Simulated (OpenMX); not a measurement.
Runs of OpenMX 3.8.5 on AlN. It takes space group P6_3mc (No. 186, hexagonal). Conventional cell: a = 3.113 Å, b = 3.113 Å, c = 4.981 Å, α = 90.00°, β = 90.00°, γ = 120.00°. Around Al (site symmetry 3m) lie 4 N at 1.89 Å. N (site symmetry 3m) is surrounded by 4 Al at 1.89 Å. 

```csv
level,gap on the mesh (eV),pressure (GPa),largest force (eV/Å)
PBE+D3,4.89,0.1,(a)
PBE+D4,4.89,-1.8,0.08
PBE,4.89,2.8,0.08
PBE+D3(BJ),4.89,(b),0.08
```

Alike in all rows: task single point; potentials or basis OpenMX 2013 PBE set, Al7.0-s2p2d1, N6.0-s2p2d1, grid cutoff 400 Ry; no spin polarisation; cell as given; k mesh 7 × 7 × 5; smearing fermi-dirac 0.05 eV.

Question: Estimate the missing entries.

Answer: (a) 0.07; (b) -1.4.

Caveats: an odd mesh through Γ misses points on the zone boundary, where band edges often lie; the basis of atomic orbitals isn't converged, which shifts pressures, moduli and gaps.
